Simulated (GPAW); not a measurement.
AlCo3:

```
CELL_PARAMETERS angstrom
3.57495 0.00000 0.00000
0.00000 3.57495 0.00000
0.00000 0.00000 3.57495
ATOMIC_POSITIONS crystal
Co 0.00000 0.50000 0.50000
Co 0.50000 0.00000 0.50000
Co 0.50000 0.50000 0.00000
Al 0.00000 0.00000 0.00000
```

The cell comes from a database or a generator and needn't be the stable form of this composition.

Base run:

```yaml
Program: GPAW 26.7.0
Functional: PBEsol
Potentials_or_basis: PAW data sets generated in the run's folder for this functional
Cutoff: 600 eV
Basis: pw
k_mesh: 6 × 6 × 6
Occupations: fermi-dirac, width 0.05 eV
Spin: collinear spin, ferromagnetic start
Starting_moments: "[2.0, 2.0, 2.0, 0.0] μB"
```

Its results: pressure -7.2 GPa; net moment 3.81 μB per cell; site moments Co +1.31; Al -0.05 μB.

The run is repeated on the same cell with these changes: functional from PBEsol to LDA; potentials or basis from PAW data sets generated in the run's folder for this functional to the program's PAW data sets (release 1.2.1) made for this functional. What comes out?

Pressure -14.0 GPa; net moment 3.72 μB per cell; site moments Co +1.26; Al -0.04 μB.
